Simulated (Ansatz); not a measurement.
**One shape, several levels: [SiCl3]+ (SMILES Cl[Si+](Cl)Cl)**

Wanted: a comparison of 6 runs (BLYP/aug-cc-pVDZ, CAM-B3LYP/aug-cc-pVDZ, HSE06/aug-cc-pVDZ, r2SCAN/aug-cc-pVDZ, RPA@PBE0/aug-cc-pVDZ, CCSD/aug-cc-pVDZ) of [SiCl3]+. 

The calculation is run with Ansatz 0.2.0.

1 further run of the same task is left out (it didn't finish).

### 1 The molecule

[SiCl3]+ has 4 atoms, charge +1, and is taken as a singlet. SMILES: `Cl[Si+](Cl)Cl`. One bond was lengthened or shortened from a relaxed shape.

Bond lengths: Cl1–Si2 1.947 Å, Si2–Cl3 1.947 Å, Si2–Cl4 2.239 Å. Angles: Cl1–Si2–Cl3 120.0°, Cl1–Si2–Cl4 120.0°, Cl3–Si2–Cl4 120.0°.

### 2 A single-point energy at BLYP/aug-cc-pVDZ (run 1)

input.yaml

```yaml
crystal:
  periodic: [false, false, false]
  atoms:
    - {symbol: Cl, position_ang: [-1.523602, -0.816105, 1.206918]}
    - {symbol: Si, position_ang: [0.032398, -0.193905, 0.215918]}
    - {symbol: Cl, position_ang: [1.804398, -0.863405, 0.665518]}
    - {symbol: Cl, position_ang: [-0.216000, 1.292000, -1.440300]}
basis:
  gaussian:
    orbitals: aug-cc-pVDZ
total_charge: 1
hamiltonian:
  xc: {name: BLYP}
accuracy: high
output: {orbitals: {seedname: orbitals}}
```

Run with:

```console
$ ansatz run input.yaml --threads 1 --pin off --max-ram 3480MiB --events-out events.jsonl --progress --plain --runs-dir runs
```

The log of the run:

```text
Warning: RAYON_NUM_THREADS=1 ignored (pool sized by the plan → 1); use --threads N
Functional definition: BLYP
  name "BLYP"
  parameter beta = 0.0042
  parameter a = 0.04918
  parameter b = 0.132
  parameter c = 0.2533
  parameter d = 0.349
  exchange = b88_x(beta = beta)
  correlation = lyp_c(a = a, b = b, c = c, d = d)
2148 factors; integrals over basis functions are off by at most 3.2e-9 eV
mean field evaluation 1: about -45437.0814 eV, gradient 3.3e1 eV
mean field evaluation 2: about -45433.8836 eV, gradient 4.7e1 eV
mean field evaluation 4: about -45440.0257 eV, gradient 1.1e0 eV
mean field evaluation 8: about -45440.0244 eV, gradient 5.8e-2 eV
mean field evaluation 16: about -45440.0244 eV, gradient 5.0e-6 eV
mean field -45440.02440726 eV, -1669.8900966121 hartree, gradient 1.5e-8 eV, S^2 0.000000; 0 other end points of the search recorded, 0 dependent functions left out
reference -45440.02446363 eV, -1669.8900986835 hartree; 32, 32 occupied and 76, 76 virtual orbitals, 2148 factors
Total energy: -45440.02446363 eV, -1669.8900986835 hartree
```

It took 11 s on 1 thread of Arm Neoverse V2, shared host; peak memory 0.3 GiB.

### 3 The energy at CAM-B3LYP/aug-cc-pVDZ (run 2)

Edit input.yaml of step 2 so:

```diff
@@ -8,7 +8,5 @@
 basis:
-  gaussian:
-    orbitals: aug-cc-pVDZ
+  gaussian: {orbitals: aug-cc-pVDZ}
 total_charge: 1
-hamiltonian:
-  xc: {name: BLYP}
+hamiltonian: {xc: {name: CAM-B3LYP}}
 accuracy: high
```

Run with:

```console
$ ansatz run input.yaml --threads 1 --pin off --max-ram 3480MiB --events-out events.jsonl --progress --plain --runs-dir runs
```

The log of the run:

```text
Warning: RAYON_NUM_THREADS=1 ignored (pool sized by the plan → 1); use --threads N
Functional definition: CAM-B3LYP
  name "CAM-B3LYP"
  parameter alpha = 0.19
  parameter beta = 0.46
  parameter omega = 0.33/bohr
  parameter ac = 0.81
  exchange = (1 - alpha - beta)*b88_x + beta*b88_x_sr(omega) + alpha*exact_x + beta*exact_x_lr(omega)
  correlation = (1 - ac)*vwn5_c + ac*lyp_c
2148 factors; integrals over basis functions are off by at most 3.2e-9 eV
573 factors; integrals over basis functions are off by at most 2.0e-9 eV
mean field evaluation 1: about -45439.0209 eV, gradient 2.7e1 eV
mean field evaluation 2: about -45438.8681 eV, gradient 2.9e1 eV
mean field evaluation 4: about -45441.0505 eV, gradient 4.3e-1 eV
mean field evaluation 8: about -45441.1672 eV, gradient 8.3e-2 eV
mean field evaluation 16: about -45441.1673 eV, gradient 1.0e-5 eV
mean field -45441.16725211 eV, -1669.9320953856 hartree, gradient 7.3e-8 eV, S^2 0.000000; 0 other end points of the search recorded, 0 dependent functions left out
reference -45441.16727319 eV, -1669.9320961602 hartree; 32, 32 occupied and 76, 76 virtual orbitals, 2148 factors
Total energy: -45441.16727319 eV, -1669.9320961602 hartree
```

Wall time 14 s (1 thread of Arm Neoverse V2, shared host); peak memory 0.49 GiB.

Runs 3 to 4 aren't shown in full; the table further down has their settings and results.

### 4 The energy at RPA@PBE0/aug-cc-pVDZ (run 5)

job.yaml

```yaml
basis:
  gaussian:
    orbitals: aug-cc-pVDZ
crystal:
  periodic: [false, false, false]
  atoms:
    - {symbol: Cl, position_ang: [-1.523602, -0.816105, 1.206918]}
    - {symbol: Si, position_ang: [0.032398, -0.193905, 0.215918]}
    - {symbol: Cl, position_ang: [1.804398, -0.863405, 0.665518]}
    - {symbol: Cl, position_ang: [-0.216000, 1.292000, -1.440300]}
total_charge: 1
hamiltonian:
  xc: pbe0
correlation:
  method: rpa
  frozen_orbitals: {Cl: 5, Si: 5}
accuracy: high
```

Run with:

```console
$ ansatz run job.yaml --threads 1 --pin off --max-ram 3480MiB --events-out events.jsonl --progress --plain --runs-dir runs
```

The log of the run, cut to the lines that bear on the results:

```text
Warning: RAYON_NUM_THREADS=1 ignored (pool sized by the plan → 1); use --threads N
Functional definition: PBE0
  name "PBE0"
[...]
2148 factors; integrals over basis functions are off by at most 3.2e-9 eV
[...]
mean field -45424.57822160 eV, -1669.3224597589 hartree, gradient 9.7e-9 eV, S^2 0.000000; 0 other end points of the search recorded, 0 dependent functions left out
20 core orbitals not correlated: weight in the atoms' cores, before any rotation towards them, 1.000 or more for the frozen orbitals, at most 0.000 for the correlated occupied ones
reference -45367.73127149 eV, -1667.2333728746 hartree; 12, 12 occupied and 76, 76 virtual orbitals, 2148 factors
Total energy: -45387.78791285 eV, -1667.9704408495 hartree
```

Wall time 23 s (1 thread of Arm Neoverse V2, shared host); peak memory 0.41 GiB.

### 5 The energy at CCSD/aug-cc-pVDZ (run 6)

run.yaml

```yaml
basis:
  gaussian:
    orbitals: aug-cc-pVDZ
crystal:
  periodic: [false, false, false]
  atoms:
    - symbol: Cl
      position_ang: [-1.523602, -0.816105, 1.206918]
    - symbol: Si
      position_ang: [0.032398, -0.193905, 0.215918]
    - symbol: Cl
      position_ang: [1.804398, -0.863405, 0.665518]
    - symbol: Cl
      position_ang: [-0.216000, 1.292000, -1.440300]
total_charge: 1
scf:
  omitted_lower_state_checks: [cluster_reference, increment]
accuracy: high
magnetization:
  spin_polarized: false
correlation:
  method: ccsd
  frozen_orbitals: {Cl: 5, Si: 5}
```

Run with:

```console
$ ansatz run run.yaml --threads 1 --pin off --max-ram 3480MiB --events-out events.jsonl --progress --plain --runs-dir runs
```

The log of the run:

```text
Warning: RAYON_NUM_THREADS=1 ignored (pool sized by the plan → 1); use --threads N
[... 12 lines left out ...]
20 core orbitals not correlated: weight in the atoms' cores, before any rotation towards them, 1.000 or more for the frozen orbitals, at most 0.000 for the correlated occupied ones
[... 23 lines left out ...]
Total energy: -45383.21954928 eV, -1667.8025565850 hartree
Checks for a lower state left out: cluster_reference, increment
```

It took 22 s on 1 thread of Arm Neoverse V2, shared host; peak memory 0.67 GiB.

### 6 All runs side by side

```csv
run,level,frozen core orbitals,energy (Eh),HOMO energy (eV),LUMO energy (eV),HOMO–LUMO gap (eV),wall time
1,BLYP/aug-cc-pVDZ,–,-1669.890099,-13.38,-9.67,3.71,11 s
2,CAM-B3LYP/aug-cc-pVDZ,–,-1669.932096,-16.39,-7.84,8.55,14 s
3,HSE06/aug-cc-pVDZ,–,-1669.293977,-14.61,-9.30,5.31,14 s
4,r2SCAN/aug-cc-pVDZ,–,-1669.781349,-13.93,-9.59,4.35,22 s
5,RPA@PBE0/aug-cc-pVDZ,20,-1667.970441,–,–,–,23 s
6,CCSD/aug-cc-pVDZ,20,-1667.802557,–,–,–,22 s
```

### 7 Results

| quantity | value |
| --- | --- |
| run 6: total energy | -1667.80256 Eh |
| run 6: correlation energy (20 core orbitals frozen) | -548.2 mEh |
| run 6: T1 diagnostic | 0.015 |

In words: Over runs 1, 2, 3, 4 the HOMO–LUMO gap runs from 3.71 eV (BLYP/aug-cc-pVDZ) to 8.55 eV (CAM-B3LYP/aug-cc-pVDZ). Totals of different functionals can't be ranked against each other. All runs together took 1.8 min, the longest 23 s.
